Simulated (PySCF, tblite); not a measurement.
**C2H10OSSi2: geometry, infrared bands and NMR shifts**

What infrared bands and NMR shifts should C2H10OSSi2 (`COC[SiH2]S[SiH3]`) show?

Computed with tblite 0.8.0 and PySCF 2.14.0, with density-fitted response routines of our own, on a single molecule in the gas phase. Atoms count from 0, in the outputs and in this text.

## Step 1: The starting structure

16 atoms, charge 0, multiplicity 1; geometry from: force field or distance geometry start.

Bonds of the start (Å): C0–O1 1.41, O1–C2 1.43, C2–Si3 1.87, Si3–S4 2.13, S4–Si5 2.13, C0–H6 1.10, C0–H7 1.10, C0–H8 1.09, C2–H9 1.11, C2–H10 1.10, Si3–H11 1.49, Si3–H12 1.50, Si5–H13 1.48, Si5–H14 1.49, Si5–H15 1.49.

## Step 2: Geometry optimisation with GFN2-xTB

What the job is given:

```
{"job": {"kind": "relax", "xc": "GFN2-xTB", "basis": "xTB"}, "charge": 0, "multiplicity": 1}
C     -2.068100     1.147500     0.848700
O     -0.929600     0.336300     0.675200
C     -1.012400    -0.501700    -0.481300
Si     0.467000    -1.568100    -0.879000
S      2.123200    -0.417500    -1.569700
Si     2.555500     0.530400     0.285200
H     -2.972000     0.535400     0.957000
H     -1.941500     1.751300     1.761100
H     -2.183400     1.825400    -0.000500
H     -1.890900    -1.160600    -0.353100
H     -1.219200     0.139200    -1.355900
H      0.104100    -2.518600    -1.961600
H      0.881200    -2.395700     0.304600
H      2.539800    -0.454800     1.394300
H      1.613100     1.660400     0.511800
H      3.925600     1.100200     0.210900
```

Launch:

```sh
> OMP_NUM_THREADS=1 python probes_run.py task.json out
```

The driver reads the jobs from task.json and runs them one after another.

Log:

```text
step      E/eV     max force
  0    -549.22981    1.479
  1    -549.31301    0.751
  2    -549.33887    0.325
  3    -549.34625    0.343
  4    -549.36110    0.268
  5    -549.37322    0.305
  6    -549.38396    0.263
  7    -549.38985    0.210
  8    -549.39438    0.188
  9    -549.39823    0.170
 10    -549.40196    0.196
 11    -549.40618    0.185
 12    -549.41160    0.253
 13    -549.41802    0.263
 14    -549.42429    0.176
 15    -549.42874    0.123
 16    -549.43147    0.135
 17    -549.43447    0.227
 18    -549.43837    0.247
 19    -549.44197    0.167
 20    -549.44450    0.086
 21    -549.44620    0.123
 22    -549.44759    0.120
 23    -549.44886    0.086
 24    -549.44982    0.061
 25    -549.45050    0.071
 26    -549.45117    0.095
 27    -549.45186    0.085
 28    -549.45238    0.054
 29    -549.45270    0.049
 30    -549.45294    0.046
 31    -549.45317    0.050
 32    -549.45341    0.044
 33    -549.45364    0.043
 34    -549.45390    0.047
 35    -549.45430    0.061
 36    -549.45490    0.080
 37    -549.45561    0.090
 38    -549.45624    0.072
 39    -549.45672    0.052
 40    -549.45720    0.079
 41    -549.45798    0.123
 42    -549.45931    0.155
 43    -549.46134    0.149
 44    -549.46368    0.108
 45    -549.46566    0.107
 46    -549.46715    0.117
 47    -549.46854    0.124
 48    -549.47040    0.128
 49    -549.47275    0.125
 50    -549.47493    0.103
 51    -549.47624    0.072
 52    -549.47698    0.060
 53    -549.47766    0.071
 54    -549.47866    0.097
 55    -549.47990    0.100
 56    -549.48113    0.115
 57    -549.48251    0.102
 58    -549.48456    0.108
 59    -549.48775    0.160
 60    -549.49177    0.194
 61    -549.49550    0.150
 62    -549.49841    0.127
 63    -549.50116    0.141
 64    -549.50410    0.212
 65    -549.50668    0.307
 66    -549.51103    0.157
 67    -549.51371    0.076
 68    -549.51487    0.097
 69    -549.51638    0.116
 70    -549.51833    0.082
 71    -549.51966    0.068
 72    -549.52025    0.054
 73    -549.52071    0.048
 74    -549.52117    0.044
 75    -549.52172    0.047
 76    -549.52244    0.059
 77    -549.52327    0.075
 78    -549.52409    0.061
 79    -549.52471    0.059
 80    -549.52516    0.050
 81    -549.52554    0.055
 82    -549.52586    0.047
 83    -549.52610    0.029
 84    -549.52632    0.029
 85    -549.52653    0.041
 86    -549.52675    0.043
 87    -549.52694    0.034
 88    -549.52711    0.031
 89    -549.52726    0.031
 90    -549.52741    0.035
 91    -549.52753    0.027
 92    -549.52762    0.029
 93    -549.52771    0.025
 94    -549.52780    0.023
 95    -549.52787    0.021
 96    -549.52793    0.016
 97    -549.52798    0.017
 98    -549.52802    0.015
 99    -549.52808    0.017
100    -549.52816    0.022
101    -549.52824    0.019
102    -549.52829    0.015
103    -549.52831    0.014
104    -549.52833    0.015
105    -549.52837    0.018
106    -549.52845    0.026
107    -549.52857    0.037
108    -549.52873    0.035
109    -549.52883    0.019
110    -549.52886    0.017
111    -549.52888    0.014
112    -549.52890    0.011
113    -549.52893    0.013
114    -549.52896    0.010
```

Wall time 1 s (1 thread of Intel Xeon at 2.60GHz, shared host); peak memory 0.18 GiB.

Along the way: (not every step is listed)

| step | energy from step 0 (eV) | largest force (eV/Å) |
| --- | --- | --- |
| 0 | 0.0000 | 1.4795 |
| 1 | -0.0832 | 0.7509 |
| 2 | -0.1091 | 0.3252 |
| 3 | -0.1164 | 0.3428 |
| 4 | -0.1313 | 0.2679 |
| 5 | -0.1434 | 0.3052 |
| 6 | -0.1541 | 0.2633 |
| 7 | -0.1600 | 0.2100 |
| 8 | -0.1646 | 0.1882 |
| 18 | -0.2086 | 0.2473 |
| 28 | -0.2226 | 0.0535 |
| 38 | -0.2264 | 0.0721 |
| 48 | -0.2406 | 0.1285 |
| 58 | -0.2547 | 0.1078 |
| 68 | -0.2851 | 0.0968 |
| 78 | -0.2943 | 0.0611 |
| 88 | -0.2973 | 0.0312 |
| 98 | -0.2982 | 0.0152 |
| 108 | -0.2989 | 0.0351 |
| 109 | -0.2990 | 0.0188 |
| 110 | -0.2990 | 0.0168 |
| 111 | -0.2991 | 0.0138 |
| 112 | -0.2991 | 0.0115 |
| 113 | -0.2991 | 0.0133 |
| 114 | -0.2991 | 0.0101 |

Distances of close pairs at the start and the end, largest changes first:

| bond | before (Å) | after (Å) | change (Å) |
| --- | --- | --- | --- |
| Si3–H12 | 1.502 | 1.459 | -0.043 |
| S4–Si5 | 2.127 | 2.170 | +0.043 |
| C2–Si3 | 1.867 | 1.906 | +0.039 |
| Si5–H14 | 1.489 | 1.455 | -0.034 |
| Si5–H13 | 1.484 | 1.451 | -0.033 |
| Si3–H11 | 1.486 | 1.456 | -0.030 |
| Si5–H15 | 1.486 | 1.459 | -0.026 |
| O1–C2 | 1.431 | 1.414 | -0.016 |

The next job starts from the end point, and lists it.

## Step 3: Infrared spectrum with GFN2-xTB

What the job is given:

```
{"job": {"kind": "ir", "xc": "GFN2-xTB", "basis": "xTB"}, "charge": 0, "multiplicity": 1}
C     -1.538460     1.065987     0.984202
O     -0.624739     0.089315     0.558304
C     -1.014941    -0.582640    -0.623572
Si     0.381325    -1.831232    -0.975946
S      2.216988    -0.769046    -1.092592
Si     2.060233     0.824464     0.372083
H     -2.510995     0.615431     1.215195
H     -1.122481     1.518538     1.882479
H     -1.681968     1.837882     0.217578
H     -1.977706    -1.085264    -0.469377
H     -1.152478     0.136054    -1.442725
H      0.186160    -2.451304    -2.278607
H      0.415910    -2.795676     0.118798
H      1.701136     0.270387     1.663701
H      1.209722     1.880473    -0.155181
H      3.444696     1.285576     0.373296
```

Log:

```text
mode    cm-1     km/mol
  1      35.0      4.59
  2      76.9      4.17
  3     106.5      0.25
  4     131.5      8.88
  5     154.7      8.45
  6     223.3      6.42
  7     233.2      3.33
  8     317.3      2.11
  9     377.3      8.39
 10     457.1     23.50
 11     485.5     87.32
 12     516.2     75.88
 13     528.4     72.68
 14     564.2     20.19
 15     584.2     40.44
 16     674.4    190.59
 17     740.1    219.18
 18     751.4    166.24
 19     777.4    204.74
 20     793.3    327.06
 21     814.5    132.14
 22     832.9    161.86
 23     974.8     39.59
 24    1101.9     56.71
 25    1134.4      0.55
 26    1154.8      4.26
 27    1199.9     30.86
 28    1294.1      5.52
 29    1406.2      0.82
 30    1468.1      5.53
 31    1486.6      7.20
 32    1494.1      1.34
 33    2288.4    224.95
 34    2298.1    293.11
 35    2325.6    154.54
 36    2327.5    198.07
 37    2364.0    255.17
 38    2866.6     73.54
 39    2900.7     41.94
 40    2903.8     40.15
 41    2928.3     59.38
 42    3026.6     16.25
```

Wall time 0.74 s (1 thread of Intel Xeon at 2.60GHz, shared host); peak memory 0.18 GiB.

The strongest bands and the atoms that carry them (share of the mass-weighted mode):

| cm⁻¹ | km/mol | atoms |
| --- | --- | --- |
| 674 | 190.6 | H12 41 %, H11 36 % |
| 740 | 219.2 | H13 33 %, H14 32 %, H15 12 % |
| 777 | 204.7 | C2 36 %, Si3 25 %, H10 16 % |
| 793 | 327.1 | H13 43 %, H15 28 %, H14 13 % |
| 2288 | 224.9 | H12 93 % |
| 2298 | 293.1 | H15 75 %, H14 17 % |
| 2328 | 198.1 | H11 93 % |
| 2364 | 255.2 | H13 94 % |

## Step 4: Shielding tensors: PBE0/pcSseg-1

Settings changed since step 3:

```diff
@@ -1,2 +1,2 @@
-{"job": {"kind": "ir", "xc": "GFN2-xTB", "basis": "xTB"}, "charge": 0, "multiplicity": 1}
+{"job": {"kind": "nmr", "xc": "PBE0", "basis": "pcSseg-1"}, "charge": 0, "multiplicity": 1}
 C     -1.538460     1.065987     0.984202
```

With the program's defaults for keys left out, this is: GIAO PBE0/pcSseg-1 NMR shielding, non-relativistic, gas phase.

Log:

```text
coarse grid: 14336 points
cycle   1  E = -1133.9251581213  dE =  3.738e-01  |g| = 5.206e-01  |ddm| = 3.483e+00
cycle   2  E = -1133.8754763922  dE =  4.968e-02  |g| = 7.437e-01  |ddm| = 1.214e+00
cycle   3  E = -1133.9810903228  dE = -1.056e-01  |g| = 8.087e-02  |ddm| = 7.353e-01
cycle   4  E = -1133.9821336184  dE = -1.043e-03  |g| = 3.195e-02  |ddm| = 1.007e-01
cycle   5  E = -1133.9823769540  dE = -2.433e-04  |g| = 5.031e-03  |ddm| = 4.330e-02
cycle   6  E = -1133.9823821944  dE = -5.240e-06  |g| = 1.163e-03  |ddm| = 7.314e-03
final grid: 122944 points
cycle   7  E = -1134.0288341350  dE = -2.193e-05  |g| = 1.000e-02  |ddm| = 2.227e-02
cycle   8  E = -1134.0288172486  dE =  1.689e-05  |g| = 1.399e-02  |ddm| = 1.483e-02
cycle   9  E = -1134.0288522880  dE = -3.504e-05  |g| = 1.197e-03  |ddm| = 8.907e-03
cycle  10  E = -1134.0288525875  dE = -2.995e-07  |g| = 1.699e-04  |ddm| = 1.265e-03
cycle  11  E = -1134.0288525952  dE = -7.678e-09  |g| = 4.729e-05  |ddm| = 2.833e-04
cycle  12  E = -1134.0288525958  dE = -5.564e-10  |g| = 1.944e-05  |ddm| = 7.157e-05
converged SCF energy = -1134.0288525958

GIAO shielding tensors (ppm)
atom      isotropic    diamagn.    paramagn.     s11        s22        s33       span
  0 C      124.191     244.994    -120.803     92.164     96.905    183.504     91.340
  1 O      320.668     400.032     -79.364    304.669    317.163    340.173     35.505
  2 C      119.983     251.766    -131.783     84.692    101.433    173.824     89.132
  3 Si     382.860     879.774    -496.914    343.882    383.478    421.221     77.339
  4 S      847.418    1059.729    -212.311    793.902    861.944    886.408     92.506
  5 Si     406.052     879.458    -473.407    371.215    403.081    443.860     72.645
  6 H       28.388      29.250      -0.862     24.538     25.863     34.763     10.225
  7 H       27.928      30.189      -2.261     23.661     25.564     34.559     10.899
  8 H       28.619      30.304      -1.685     24.777     26.516     34.564      9.787
  9 H       28.389      31.026      -2.637     24.678     27.004     33.484      8.806
 10 H       28.450      32.283      -3.833     25.036     27.014     33.299      8.263
 11 H       27.003      28.312      -1.309     22.981     24.689     33.337     10.356
 12 H       26.731      28.991      -2.260     22.623     24.588     32.982     10.359
 13 H       26.904      30.749      -3.845     23.314     25.805     31.594      8.280
 14 H       27.276      31.381      -4.105     23.555     26.399     31.873      8.318
 15 H       27.167      28.767      -1.600     22.777     25.187     33.535     10.758
```

It took 24 s on 1 thread of Intel Xeon at 2.60GHz, shared host; peak memory 0.8 GiB.

Shifts follow as δ = σ(reference) − σ, with reference shieldings (ppm) from runs at the same level and on the same kind of geometry: ¹H TMS 31.72, ¹³C TMS 186.9, ²⁹Si TMS 349.2, ¹⁷O H2O 336.1, ³³S CS2 504. The references are single molecules in the gas phase, so shifts against H2O, NH3, PH3, H3PO4 or CFCl3 are not on the usual liquid scales and can be off by tens of ppm. Atoms listed in one row are averaged.

| atoms | environment | σ (ppm) | δ (ppm) | δ scaled to CDCl3 |
| --- | --- | --- | --- | --- |
| C2 | sp3 CH2 bonded to O and Si | 120.0 | 66.9 | 63.4 |
| C0 | methyl carbon bonded to O | 124.2 | 62.7 | 59.3 |
| H11, H12 | hydrogen on a silicon bonded to C, S | 26.87 | 4.85 | – |
| H13, H14, H15 | hydrogen on a silicon bonded to S | 27.12 | 4.60 | – |
| H6, H7, H8 | hydrogen on a methyl carbon bonded to O | 28.31 | 3.41 | 3.32 |
| H9, H10 | hydrogen on an sp3 CH2 bonded to O and Si | 28.42 | 3.30 | 3.21 |
| O1 | ether oxygen | 320.7 | 15.4 | – |
| Si3 | silicon bonded to C, S, 2 H | 382.9 | -33.7 | – |
| Si5 | silicon bonded to S, 3 H | 406.1 | -56.9 | – |
| S4 | sulfur bonded to 2 Si | 847 | -344 | – |

The scaled column applies a straight-line fit of computed shieldings to shifts measured in CDCl3, with any fitted terms for Cl, Br or S neighbours (root-mean-square error 0.16 ppm for H, 1.9 ppm for C).

Charges from the same density, by scheme (e):

| atoms | Mulliken | IAO | Hirshfeld | ESP fit |
| --- | --- | --- | --- | --- |
| C0 | -0.02 | -0.20 | -0.04 | -0.34 |
| O1 | -0.55 | -0.38 | -0.11 | -0.10 |
| C2 | -0.25 | -0.34 | -0.09 | -0.41 |
| Si3 | 0.64 | 0.71 | 0.32 | 0.47 |
| S4 | -0.56 | -0.44 | -0.19 | -0.40 |
| Si5 | 0.51 | 0.57 | 0.28 | 0.36 |

Mayer bond orders: C0–O1 0.91, O1–C2 0.88, C2–Si3 0.88, Si3–S4 1.00, S4–Si5 0.91.

## Step 5: Outcome

```
                                                              quantity                       value
                             strongest single infrared mode (GFN2-xTB)        793 cm⁻¹, 327 km/mol
                                          zero-point energy (GFN2-xTB)               70.2 kcal/mol
                                ¹³C shifts against TMS (PBE0/pcSseg-1)              66.9, 62.7 ppm
¹H shifts against TMS (PBE0/pcSseg-1, means over atoms taken as alike)  4.85, 4.60, 3.41, 3.30 ppm
                                ¹⁷O shifts against H2O (PBE0/pcSseg-1)                    15.4 ppm
                               ²⁹Si shifts against TMS (PBE0/pcSseg-1)            -33.7, -56.9 ppm
                                ³³S shifts against CS2 (PBE0/pcSseg-1)                    -344 ppm
```

**Reading.** Over 114 steps the energy fell by 0.299 eV; of the close pairs, Si3–H12 changed most, 1.502 to 1.459 Å. No mode is imaginary among the 42: a minimum at this level. The strongest single mode, at 793 cm⁻¹, moves mainly H13 and H15. Unscaled tight-binding wavenumbers are off by several per cent, some by more. Its intensities can rank the bands wrongly.
